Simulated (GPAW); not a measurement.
Crystal: RuAu.

```
Ru Au
1.0
     3.16481    0.00000    0.00000
     0.00000    3.16481    0.00000
     0.00000    0.00000    3.16481
Ru Au
1 1
Direct
  0.00000 0.00000 0.00000
  0.50000 0.50000 0.50000
```

The cell was built by a generator and needn't be a form met in nature.

Base run:

```yaml
Program: GPAW 26.7.0
Functional: revPBE
Potentials_or_basis: the program's PAW data sets (release 1.2.1) made for this functional
Cutoff: 600 eV
Basis: pw
k_mesh: 8 × 8 × 8
Occupations: fermi-dirac, width 0.05 eV
Spin: no spin polarisation
```

Its results: pressure 4.9 GPa.

Problem. The run is repeated on the same cell with these changes: functional from revPBE to LDA. What comes out?

Solution. Pressure -11.7 GPa.

LDA binds more tightly than revPBE, so the same cell stands under less pressure.

Caveats: with this Au data set, volumes or pressures lay over 1.5 % or 2 GPa off other programs in two to four cells of ten.
